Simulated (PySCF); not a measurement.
# Re²⁺: excitation energies in aug-cc-pVTZ-PP with ECP60, part 2 of 2

Each state of rhenium is computed at each level; their differences give the excitation energy. How far do the methods differ?

PySCF 2.14.0; aug-cc-pVTZ-PP with ECP60, scalar relativity through the core potential. The scripts are equivalent inputs of a driver's runs. Earlier steps stand in the parts before.

## Step 4: Re²⁺ [Xe] 4f14 5d4 6s1

UHF:

input.py reads:

```python
from pyscf import gto, scf, dft, mp, cc
import basis_set_exchange as bse
txt = bse.get_basis("aug-cc-pVTZ-PP", elements=["Re"], fmt="nwchem", header=False)
cut = txt.index("\nECP")
mol = gto.M(atom="Re 0 0 0", charge=2, spin=5, symmetry="D2h",
            basis=gto.basis.parse(txt[:cut]),
            ecp={"Re": gto.basis.parse_ecp(txt[cut:])})
mf = scf.UHF(mol)
mf.irrep_nelec = {'Ag': (3, 1), 'B1g': (1, 0), 'B2g': (1, 0), 'B3g': (1, 0), 'B1u': (1, 1), 'B2u': (1, 1), 'B3u': (1, 1)}
mf.kernel()
```

What it wrote:

```text
damping factor = 0
level_shift factor = 0
DIIS = <class 'pyscf.scf.diis.CDIIS'>
diis_start_cycle = 1
diis_space = 10
diis_damp = 0
SCF conv_tol = 1e-09
SCF conv_tol_grad = None
number electrons alpha = 9  beta = 4
cycle= 1 E= -76.9432129637309  delta_E= -0.00437  |g|= 0.0213  |ddm|= 0.04
cycle= 2 E= -76.9433482889338  delta_E= -0.000135  |g|= 0.00435  |ddm|= 0.00757
cycle= 3 E= -76.943354624456  delta_E= -6.34e-06  |g|= 0.000201  |ddm|= 0.00234
cycle= 4 E= -76.9433546565396  delta_E= -3.21e-08  |g|= 4.45e-05  |ddm|= 0.000254
cycle= 5 E= -76.9433546580856  delta_E= -1.55e-09  |g|= 8.29e-06  |ddm|= 7.01e-05
cycle= 6 E= -76.9433546581538  delta_E= -6.82e-11  |g|= 4.98e-07  |ddm|= 1.44e-05
converged SCF energy = -76.9433546581538  <S^2> = 8.7541815  2S+1 = 6.0013937
```

CPU time 1.7 s on a shared host, the integrals not counted.

The occupied shells:

| shell | electrons | mean orbital energy (eV) | spread (eV) | rms radius (bohr) |
| --- | --- | --- | --- | --- |
| 5s α | 1 | -122.56 | 0 | 1.12 |
| 5s β | 1 | -117.05 | 0 | 1.12 |
| 5p α | 3 | -80.291 | 0.905 | 1.29 |
| 5p β | 3 | -72.617 | 1.466 | 1.29 |
| 5d α | 4 | -30.794 | 1.306 | 1.85 |
| 6s α | 1 | -24.795 | 0 | 2.84 |

⟨S²⟩ = 8.754, ⟨L²⟩ = 6.02.

Energies and moments cover only the electrons outside the core potential. Spin-orbit coupling, absent here, splits the open shell strongly.

LDA:

input.py differs from the last one in:

```diff
@@ -7,3 +7,3 @@
             ecp={"Re": gto.basis.parse_ecp(txt[cut:])})
-mf = scf.UHF(mol)
+mf = dft.UKS(mol, xc="LDA,VWN")
 mf.irrep_nelec = {'Ag': (3, 1), 'B1g': (1, 0), 'B2g': (1, 0), 'B3g': (1, 0), 'B1u': (1, 1), 'B2u': (1, 1), 'B3u': (1, 1)}
```

What it wrote:

```text
damping factor = 0
level_shift factor = 0
DIIS = <class 'pyscf.scf.diis.CDIIS'>
diis_start_cycle = 1
diis_space = 10
diis_damp = 0
SCF conv_tol = 1e-09
SCF conv_tol_grad = None
number electrons alpha = 9  beta = 4
XC functionals = LDA,VWN
    P. A. M. Dirac.,  Math. Proc. Cambridge Philos. Soc. 26, 376 (1930)
    F. Bloch.,  Z. Phys. 57, 545 (1929)
    S. H. Vosko, L. Wilk, and M. Nusair.,  Can. J. Phys. 58, 1200 (1980)
cycle= 1 E= -77.3038272692125  delta_E= -0.0071  |g|= 0.0242  |ddm|= 0.125
cycle= 2 E= -77.3039723119638  delta_E= -0.000145  |g|= 0.0123  |ddm|= 0.0262
cycle= 3 E= -77.3040225772073  delta_E= -5.03e-05  |g|= 0.00116  |ddm|= 0.0112
cycle= 4 E= -77.3040229844044  delta_E= -4.07e-07  |g|= 3.76e-05  |ddm|= 0.00108
cycle= 5 E= -77.3040229849443  delta_E= -5.4e-10  |g|= 3.2e-06  |ddm|= 4.65e-05
converged SCF energy = -77.3040229849443  <S^2> = 8.7503041  2S+1 = 6.0001014
```

CPU time 1.3 s on a shared host, the integrals not counted.

PBE:

input.py differs from the last one in:

```diff
@@ -7,3 +7,3 @@
             ecp={"Re": gto.basis.parse_ecp(txt[cut:])})
-mf = dft.UKS(mol, xc="LDA,VWN")
+mf = dft.UKS(mol, xc="PBE")
 mf.irrep_nelec = {'Ag': (3, 1), 'B1g': (1, 0), 'B2g': (1, 0), 'B3g': (1, 0), 'B1u': (1, 1), 'B2u': (1, 1), 'B3u': (1, 1)}
```

What it wrote:

```text
damping factor = 0
level_shift factor = 0
DIIS = <class 'pyscf.scf.diis.CDIIS'>
diis_start_cycle = 1
diis_space = 10
diis_damp = 0
SCF conv_tol = 1e-09
SCF conv_tol_grad = None
number electrons alpha = 9  beta = 4
XC functionals = PBE
    J. P. Perdew, K. Burke, and M. Ernzerhof.,  Phys. Rev. Lett. 77, 3865 (1996)
    J. P. Perdew, K. Burke, and M. Ernzerhof.,  Phys. Rev. Lett. 78, 1396 (1997)
    J. P. Perdew, K. Burke, and M. Ernzerhof.,  Phys. Rev. Lett. 77, 3865 (1996)
    J. P. Perdew, K. Burke, and M. Ernzerhof.,  Phys. Rev. Lett. 78, 1396 (1997)
cycle= 1 E= -77.5125118798613  delta_E= -0.00614  |g|= 0.0178  |ddm|= 0.106
cycle= 2 E= -77.5125872675656  delta_E= -7.54e-05  |g|= 0.00568  |ddm|= 0.0191
cycle= 3 E= -77.5125967122161  delta_E= -9.44e-06  |g|= 0.00106  |ddm|= 0.00588
cycle= 4 E= -77.5125971026022  delta_E= -3.9e-07  |g|= 3.79e-05  |ddm|= 0.000952
cycle= 5 E= -77.5125971031237  delta_E= -5.22e-10  |g|= 2.77e-06  |ddm|= 4.92e-05
converged SCF energy = -77.5125971031237  <S^2> = 8.7507522  2S+1 = 6.0002507
```

CPU time 1.8 s on a shared host, the integrals not counted.

PBE0:

input.py differs from the last one in:

```diff
@@ -7,3 +7,3 @@
             ecp={"Re": gto.basis.parse_ecp(txt[cut:])})
-mf = dft.UKS(mol, xc="PBE")
+mf = dft.UKS(mol, xc="PBE0")
 mf.irrep_nelec = {'Ag': (3, 1), 'B1g': (1, 0), 'B2g': (1, 0), 'B3g': (1, 0), 'B1u': (1, 1), 'B2u': (1, 1), 'B3u': (1, 1)}
```

What it wrote:

```text
damping factor = 0
level_shift factor = 0
DIIS = <class 'pyscf.scf.diis.CDIIS'>
diis_start_cycle = 1
diis_space = 10
diis_damp = 0
SCF conv_tol = 1e-09
SCF conv_tol_grad = None
number electrons alpha = 9  beta = 4
XC functionals = PBE0
    C. Adamo and V. Barone.,  J. Chem. Phys. 110, 6158 (1999)
    M. Ernzerhof and G. E. Scuseria.,  J. Chem. Phys. 110, 5029 (1999)
cycle= 1 E= -77.4847851399685  delta_E= -0.0044  |g|= 0.0144  |ddm|= 0.0709
cycle= 2 E= -77.484850941412  delta_E= -6.58e-05  |g|= 0.00402  |ddm|= 0.0148
cycle= 3 E= -77.4848557717131  delta_E= -4.83e-06  |g|= 0.000713  |ddm|= 0.00497
cycle= 4 E= -77.4848559495435  delta_E= -1.78e-07  |g|= 8.13e-05  |ddm|= 0.000744
cycle= 5 E= -77.484855951904  delta_E= -2.36e-09  |g|= 2.14e-06  |ddm|= 0.000104
cycle= 6 E= -77.4848559519067  delta_E= -2.69e-12  |g|= 8.24e-08  |ddm|= 2.81e-06
converged SCF energy = -77.4848559519067  <S^2> = 8.7512625  2S+1 = 6.0004208
```

CPU time 2.5 s on a shared host, the integrals not counted.

r2SCAN:

input.py differs from the last one in:

```diff
@@ -7,3 +7,3 @@
             ecp={"Re": gto.basis.parse_ecp(txt[cut:])})
-mf = dft.UKS(mol, xc="PBE0")
+mf = dft.UKS(mol, xc="R2SCAN")
 mf.irrep_nelec = {'Ag': (3, 1), 'B1g': (1, 0), 'B2g': (1, 0), 'B3g': (1, 0), 'B1u': (1, 1), 'B2u': (1, 1), 'B3u': (1, 1)}
```

What it wrote:

```text
damping factor = 0
level_shift factor = 0
DIIS = <class 'pyscf.scf.diis.CDIIS'>
diis_start_cycle = 1
diis_space = 10
diis_damp = 0
SCF conv_tol = 1e-09
SCF conv_tol_grad = None
number electrons alpha = 9  beta = 4
XC functionals = R2SCAN
    J. W. Furness, A. D. Kaplan, J. Ning, J. P. Perdew, and J. Sun.,  J. Phys. Chem. Lett. 11, 8208-8215 (2020)
    J. W. Furness, A. D. Kaplan, J. Ning, J. P. Perdew, and J. Sun.,  J. Phys. Chem. Lett. 11, 9248-9248 (2020)
    J. W. Furness, A. D. Kaplan, J. Ning, J. P. Perdew, and J. Sun.,  J. Phys. Chem. Lett. 11, 8208-8215 (2020)
    J. W. Furness, A. D. Kaplan, J. Ning, J. P. Perdew, and J. Sun.,  J. Phys. Chem. Lett. 11, 9248-9248 (2020)
cycle= 1 E= -77.5356215954601  delta_E= -0.00583  |g|= 0.0183  |ddm|= 0.105
cycle= 2 E= -77.5357179766851  delta_E= -9.64e-05  |g|= 0.00638  |ddm|= 0.0243
cycle= 3 E= -77.5357309792673  delta_E= -1.3e-05  |g|= 0.00101  |ddm|= 0.00747
cycle= 4 E= -77.5357313307886  delta_E= -3.52e-07  |g|= 9.7e-05  |ddm|= 0.000975
cycle= 5 E= -77.5357313342774  delta_E= -3.49e-09  |g|= 2.74e-06  |ddm|= 0.000129
cycle= 6 E= -77.5357313342822  delta_E= -4.72e-12  |g|= 1.53e-07  |ddm|= 4.88e-06
converged SCF energy = -77.5357313342822  <S^2> = 8.7516903  2S+1 = 6.0005634
```

CPU time 4.4 s on a shared host, the integrals not counted.

wB97X-V:

input.py differs from the last one in:

```diff
@@ -7,3 +7,3 @@
             ecp={"Re": gto.basis.parse_ecp(txt[cut:])})
-mf = dft.UKS(mol, xc="R2SCAN")
+mf = dft.UKS(mol, xc="WB97X_V")
 mf.irrep_nelec = {'Ag': (3, 1), 'B1g': (1, 0), 'B2g': (1, 0), 'B3g': (1, 0), 'B1u': (1, 1), 'B2u': (1, 1), 'B3u': (1, 1)}
```

What it wrote:

```text
damping factor = 0
level_shift factor = 0
DIIS = <class 'pyscf.scf.diis.CDIIS'>
diis_start_cycle = 1
diis_space = 10
diis_damp = 0
SCF conv_tol = 1e-09
SCF conv_tol_grad = None
number electrons alpha = 9  beta = 4
XC functionals = WB97X_V
    N. Mardirossian and M. Head-Gordon.,  Phys. Chem. Chem. Phys. 16, 9904-9924 (2014)
NLC functional = WB97X_V
cycle= 1 E= -77.4418336974224  delta_E= -0.00407  |g|= 0.016  |ddm|=  0.1
cycle= 2 E= -77.4419480961497  delta_E= -0.000114  |g|= 0.0041  |ddm|= 0.0214
cycle= 3 E= -77.4419548976405  delta_E= -6.8e-06  |g|= 0.000829  |ddm|= 0.00618
cycle= 4 E= -77.4419554413508  delta_E= -5.44e-07  |g|= 9.74e-05  |ddm|= 0.00135
cycle= 5 E= -77.4419554540529  delta_E= -1.27e-08  |g|= 1.56e-05  |ddm|= 0.000238
cycle= 6 E= -77.4419554543668  delta_E= -3.14e-10  |g|= 9.36e-07  |ddm|= 3.96e-05
converged SCF energy = -77.4419554543668  <S^2> = 8.7510972  2S+1 = 6.0003657
```

CPU time 6.1 s on a shared host, the integrals not counted.

revPBE:

input.py differs from the last one in:

```diff
@@ -7,3 +7,3 @@
             ecp={"Re": gto.basis.parse_ecp(txt[cut:])})
-mf = dft.UKS(mol, xc="WB97X_V")
+mf = dft.UKS(mol, xc="PBE_R,PBE")
 mf.irrep_nelec = {'Ag': (3, 1), 'B1g': (1, 0), 'B2g': (1, 0), 'B3g': (1, 0), 'B1u': (1, 1), 'B2u': (1, 1), 'B3u': (1, 1)}
```

What it wrote:

```text
damping factor = 0
level_shift factor = 0
DIIS = <class 'pyscf.scf.diis.CDIIS'>
diis_start_cycle = 1
diis_space = 10
diis_damp = 0
SCF conv_tol = 1e-09
SCF conv_tol_grad = None
number electrons alpha = 9  beta = 4
XC functionals = PBE_R,PBE
    Y. Zhang and W. Yang.,  Phys. Rev. Lett. 80, 890 (1998)
    J. P. Perdew, K. Burke, and M. Ernzerhof.,  Phys. Rev. Lett. 77, 3865 (1996)
    J. P. Perdew, K. Burke, and M. Ernzerhof.,  Phys. Rev. Lett. 78, 1396 (1997)
cycle= 1 E= -77.5608564048676  delta_E= -0.00624  |g|= 0.0204  |ddm|= 0.119
cycle= 2 E= -77.5609537512145  delta_E= -9.73e-05  |g|= 0.00812  |ddm|= 0.0239
cycle= 3 E= -77.5609745841589  delta_E= -2.08e-05  |g|= 0.0012  |ddm|= 0.0084
cycle= 4 E= -77.5609750780388  delta_E= -4.94e-07  |g|= 3.8e-05  |ddm|= 0.00101
cycle= 5 E= -77.5609750787068  delta_E= -6.68e-10  |g|= 2.73e-06  |ddm|= 4.47e-05
converged SCF energy = -77.5609750787068  <S^2> = 8.7508943  2S+1 = 6.0002981
```

CPU time 1.7 s on a shared host, the integrals not counted.

BLYP:

input.py differs from the last one in:

```diff
@@ -7,3 +7,3 @@
             ecp={"Re": gto.basis.parse_ecp(txt[cut:])})
-mf = dft.UKS(mol, xc="PBE_R,PBE")
+mf = dft.UKS(mol, xc="BLYP")
 mf.irrep_nelec = {'Ag': (3, 1), 'B1g': (1, 0), 'B2g': (1, 0), 'B3g': (1, 0), 'B1u': (1, 1), 'B2u': (1, 1), 'B3u': (1, 1)}
```

What it wrote:

```text
damping factor = 0
level_shift factor = 0
DIIS = <class 'pyscf.scf.diis.CDIIS'>
diis_start_cycle = 1
diis_space = 10
diis_damp = 0
SCF conv_tol = 1e-09
SCF conv_tol_grad = None
number electrons alpha = 9  beta = 4
XC functionals = BLYP
    A. D. Becke.,  Phys. Rev. A 38, 3098 (1988)
    C. Lee, W. Yang, and R. G. Parr.,  Phys. Rev. B 37, 785 (1988)
    B. Miehlich, A. Savin, H. Stoll, and H. Preuss.,  Chem. Phys. Lett. 157, 200 (1989)
cycle= 1 E= -77.4655128685322  delta_E= -0.00714  |g|= 0.0194  |ddm|= 0.169
cycle= 2 E= -77.4655988530185  delta_E= -8.6e-05  |g|= 0.00683  |ddm|= 0.0282
cycle= 3 E= -77.4656128285556  delta_E= -1.4e-05  |g|= 0.00128  |ddm|= 0.00704
cycle= 4 E= -77.4656133986016  delta_E= -5.7e-07  |g|= 4.64e-05  |ddm|= 0.00109
cycle= 5 E= -77.4656133993042  delta_E= -7.03e-10  |g|= 4.47e-06  |ddm|= 7.06e-05
converged SCF energy = -77.4656133993042  <S^2> = 8.7503642  2S+1 = 6.0001214
```

CPU time 1.9 s on a shared host, the integrals not counted.

TPSS:

input.py differs from the last one in:

```diff
@@ -7,3 +7,3 @@
             ecp={"Re": gto.basis.parse_ecp(txt[cut:])})
-mf = dft.UKS(mol, xc="BLYP")
+mf = dft.UKS(mol, xc="TPSS")
 mf.irrep_nelec = {'Ag': (3, 1), 'B1g': (1, 0), 'B2g': (1, 0), 'B3g': (1, 0), 'B1u': (1, 1), 'B2u': (1, 1), 'B3u': (1, 1)}
```

What it wrote:

```text
damping factor = 0
level_shift factor = 0
DIIS = <class 'pyscf.scf.diis.CDIIS'>
diis_start_cycle = 1
diis_space = 10
diis_damp = 0
SCF conv_tol = 1e-09
SCF conv_tol_grad = None
number electrons alpha = 9  beta = 4
XC functionals = TPSS
    J. Tao, J. P. Perdew, V. N. Staroverov, and G. E. Scuseria.,  Phys. Rev. Lett. 91, 146401 (2003)
    J. P. Perdew, J. Tao, V. N. Staroverov, and G. E. Scuseria.,  J. Chem. Phys. 120, 6898 (2004)
    J. Tao, J. P. Perdew, V. N. Staroverov, and G. E. Scuseria.,  Phys. Rev. Lett. 91, 146401 (2003)
    J. P. Perdew, J. Tao, V. N. Staroverov, and G. E. Scuseria.,  J. Chem. Phys. 120, 6898 (2004)
cycle= 1 E= -77.4827946277754  delta_E= -0.00562  |g|= 0.0168  |ddm|= 0.106
cycle= 2 E= -77.4828649118165  delta_E= -7.03e-05  |g|= 0.00533  |ddm|= 0.016
cycle= 3 E= -77.4828733349438  delta_E= -8.42e-06  |g|= 0.00102  |ddm|= 0.00544
cycle= 4 E= -77.482873694213  delta_E= -3.59e-07  |g|= 6.9e-05  |ddm|= 0.000939
cycle= 5 E= -77.4828736959411  delta_E= -1.73e-09  |g|= 1.61e-06  |ddm|= 7.65e-05
cycle= 6 E= -77.4828736959424  delta_E= -1.28e-12  |g|= 1.89e-07  |ddm|= 1.84e-06
converged SCF energy = -77.4828736959424  <S^2> = 8.7508728  2S+1 = 6.0002909
```

It used 5 s of CPU time after the integrals (shared host).

## Step 5: Re²⁺ [Xe] 4f14 5d4 6s1, continued

MP2 (valence):

input.py: that of step 4 with these lines changed.

```diff
@@ -7,4 +7,5 @@
             ecp={"Re": gto.basis.parse_ecp(txt[cut:])})
-mf = dft.UKS(mol, xc="TPSS")
+mf = scf.UHF(mol)
 mf.irrep_nelec = {'Ag': (3, 1), 'B1g': (1, 0), 'B2g': (1, 0), 'B3g': (1, 0), 'B1u': (1, 1), 'B2u': (1, 1), 'B3u': (1, 1)}
 mf.kernel()
+mp.UMP2(mf, frozen=4).kernel()
```

No log was kept for this step.

It used 0.42 s of CPU time after the integrals (shared host).

With 5 electrons correlated, the MP2 correlation energy is -0.05074 hartree (-0.05074 same spin, 0.00000 opposite spin); the SCS form gives -0.01691. Largest pairs of shells: 5d-5d -0.0320, 5d-6s -0.0188, 6s-6s 0.0000.

Radial density 4πr²ρ of Re²⁺ at UHF, the electrons outside the core potential:

| r (bohr) | density | spin density |
| --- | --- | --- |
| 0.138 | 1.03e-05 | 0.000 |
| 0.232 | 0.000529 | 0.000 |
| 0.391 | 0.0675 | 0.006 |
| 0.657 | 3.79 | 0.313 |
| 1.11 | 11.5 | 2.326 |
| 1.86 | 4.05 | 2.536 |
| 3.13 | 0.662 | 0.647 |
| 5.26 | 0.0205 | 0.020 |
| 8.85 | 1.00e-05 | 0.000 |

## Step 6: How the shells move

Highest occupied Hartree-Fock shell of each state: Re²⁺ [Xe] 4f14 5d4 6p1 6p α at -17.774 eV; Re²⁺ [Xe] 4f14 5d4 6s1 6s α at -24.795 eV.

## Step 7: Differences of total energies

Excitation energy: Re²⁺ [Xe] 4f14 5d5 (6S) → Re²⁺ [Xe] 4f14 5d4 6p1 (high-spin determinant).

| method | value (eV) |
| --- | --- |
| UHF | 9.574 |
| LDA | 9.344 |
| PBE | 9.351 |
| PBE0 | 9.561 |
| r2SCAN | 9.548 |
| wB97X-V | 9.507 |
| revPBE | 9.367 |
| BLYP | 9.166 |
| TPSS | 9.326 |
| MP2 (valence) | 9.780 |
| SCS-MP2 (valence) | 9.643 |

The determinant of Re2+ mixes LS terms, which raises its energy at the Hartree-Fock and MP2 levels.

Excitation energy: Re²⁺ [Xe] 4f14 5d5 (6S) → Re²⁺ [Xe] 4f14 5d4 6s1 (6D).

| method | value (eV) |
| --- | --- |
| UHF | 2.693 |
| LDA | 2.219 |
| PBE | 2.354 |
| PBE0 | 2.554 |
| r2SCAN | 2.374 |
| wB97X-V | 2.581 |
| revPBE | 2.396 |
| BLYP | 2.208 |
| TPSS | 2.377 |
| MP2 (valence) | 2.763 |
| SCS-MP2 (valence) | 2.716 |

The differences also use runs on Re²⁺ [Xe] 4f14 5d5 (6S), which are not shown here.

## Step 8: Results

This closing draws on all 2 parts.

| quantity | value |
| --- | --- |
| excitation energy, Re²⁺ → [Xe] 4f14 5d4 6p1 | UHF 9.574, MP2 (valence) 9.780 eV |
| excitation energy, Re²⁺ → [Xe] 4f14 5d4 6s1 | UHF 2.693, MP2 (valence) 2.763 eV |

In words: For the first difference the methods span 0.614 eV, from BLYP (9.166) to MP2 (valence) (9.780). No reference value is at hand in this session. All values hold for this basis alone; no basis-set limit was taken.
